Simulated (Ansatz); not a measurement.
# BeZn2Te3: the cost of one run

Method: DFT PBE, scalar-relativistic, plane waves, PAW, unless a step names another level, in Ansatz 0.2.0.

1 further run of the same task is left out (it didn't finish).

## 1. The starting structure

The structure is orthorhombic, space group Cmc2_1 (No. 36). The conventional cell has a = 12.694 Å, b = 7.334 Å, c = 6.963 Å, α = 90.00°, β = 90.00°, γ = 90.00°. Be (site symmetry m) has 4 Te at 2.45 to 2.49 Å as nearest neighbours. Zn (site symmetry 1) has 4 Te at 2.67 Å as nearest neighbours. Te (site symmetry m) is surrounded by 2 Be at 2.46 to 2.49 Å and 2 Zn at 2.67 Å. Te (site symmetry 1) has 1 Be at 2.45 Å and 3 Zn at 2.67 Å as nearest neighbours.

Structure file:

```cif
data_structure
_symmetry_space_group_name_H-M 'P 1'
_symmetry_Int_Tables_number 1
_cell_length_a 7.3302
_cell_length_b 7.3302
_cell_length_c 6.9633
_cell_angle_alpha 90.000
_cell_angle_beta 90.000
_cell_angle_gamma 60.035
_cell_volume 324.14
loop_
_atom_site_label
_atom_site_type_symbol
_atom_site_fract_x
_atom_site_fract_y
_atom_site_fract_z
_atom_site_occupancy
Be1 Be 0.84033 0.15967 0.00156 1
Be2 Be 0.15967 0.84033 0.50156 1
Zn1 Zn 0.16755 0.50595 0.99876 1
Zn2 Zn 0.49405 0.83245 0.99876 1
Zn3 Zn 0.50595 0.16755 0.49876 1
Zn4 Zn 0.83245 0.49405 0.49876 1
Te1 Te 0.14699 0.85301 0.14458 1
Te2 Te 0.52063 0.16567 0.11567 1
Te3 Te 0.83433 0.47937 0.11567 1
Te4 Te 0.85301 0.14699 0.64458 1
Te5 Te 0.16567 0.52063 0.61567 1
Te6 Te 0.47937 0.83433 0.61567 1
```

It came out lowest among 22 distinct ends of the trial cells. At a tolerance of 0.02 Å it has space group Cmc2_1 (No. 36).

## 2. Kick test: the unmoved cell on a coarse mesh

Input file input.yaml:

```yaml
crystal:
  lattice:
    - [0.0, 0.0, -6.9632839798]
    - [6.3470448746, -3.6670712442, 0.0]
    - [-6.3470448746, -3.6670712442, 0.0]
  atoms:
    - { symbol: Be, position: [0.9984377501, 0.8403291975, 0.8403291975] }
    - { symbol: Be, position: [0.4984377501, 0.1596708025, 0.1596708025] }
    - { symbol: Zn, position: [0.0012408905, 0.1675530772, 0.4940503806] }
    - { symbol: Zn, position: [0.0012408905, 0.4940503806, 0.1675530772] }
    - { symbol: Zn, position: [0.5012408905, 0.5059496194, 0.8324469228] }
    - { symbol: Zn, position: [0.5012408905, 0.8324469228, 0.5059496194] }
    - { symbol: Te, position: [0.8554249523, 0.1469892124, 0.1469892124] }
    - { symbol: Te, position: [0.8843277584, 0.5206296957, 0.8343258645] }
    - { symbol: Te, position: [0.8843277584, 0.8343258645, 0.5206296957] }
    - { symbol: Te, position: [0.3554249523, 0.8530107876, 0.8530107876] }
    - { symbol: Te, position: [0.3843277584, 0.1656741355, 0.4793703043] }
    - { symbol: Te, position: [0.3843277584, 0.4793703043, 0.1656741355] }
basis:
  ecutwfc: 420
kpoints:
  mp_grid: { grid: [2, 2, 2] }
hamiltonian:
  xc: pbe
scf:
  occupations: { method: gaussian, width: 0.1 }
  lower_state_search: "off"
output:
  forces: true
  stress: true
  eigenvalues: true
```

Started as:

```bash
$ ansatz run input.yaml --threads 1 --pin off --max-ram 2560MiB --backend cpu --events-out ev --progress --plain --runs-dir out
```

What time and memory should one allow on 1 thread of Intel Xeon at 2.50GHz (Skylake/Cascade Lake), shared host?

About 19 s, with a peak of 0.64 GiB.
